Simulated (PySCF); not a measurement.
# C6H4F4: the cost of one run

Programs: PySCF 2.14.0, with density-fitted response routines of our own. Each step states its level of theory. These are calculated values for one molecule, in the gas phase or a continuum, unless marked as measured. Atoms are numbered from 0 throughout.

### Step 1. The starting structure

14 atoms, charge 0, multiplicity 1; geometry from: GFN2-xTB. The atoms were then displaced at random by about 0.01 Å, so the start is not that level's minimum.

Bonds of the start (Å): C0–C1 1.35, C1–C2 1.47, C2–C3 1.32, C3–F4 1.36, C2–C5 1.46, C5–F6 1.35, C5–C7 1.31, C7–F8 1.31, C7–F9 1.35, C0–H10 1.08, C0–H11 1.05, C1–H12 1.07, C3–H13 1.07.

### Step 2. Relaxing the molecule at PBE0-D3(BJ)/def2-SVP

What the job is given:

```
{"job": {"xc": "PBE0", "basis": "def2-SVP", "d3": "d3bj", "grid": 1, "shake": 0.01, "kind": "geom"}, "charge": 0, "multiplicity": 1}
C      1.892540    -1.266870    -0.203830
C      1.332440    -0.375680     0.638500
C      0.070810     0.348780     0.416220
C     -0.410710     1.078670     1.410590
F     -1.562080     1.785220     1.256250
C     -0.559770     0.297580    -0.898910
F      0.242770     0.515800    -1.966250
C     -1.831250     0.052090    -1.115160
F     -2.434590     0.013100    -2.276290
F     -2.711720    -0.246220    -0.139130
H      1.410820    -1.491450    -1.144040
H      2.804380    -1.737650     0.025740
H      1.793740    -0.150690     1.574420
H     -0.044530     1.162240     2.414130
```

Command:

```console
$ OMP_NUM_THREADS=1 python probes_run.py task.json out
```

One launch serves the whole session: the jobs run in the order shown.

**Question.** How long does this first job take on 1 thread of Arm Neoverse V1, shared host, and how much memory does it need?

About 2.4 min, with a peak of 0.65 GiB.
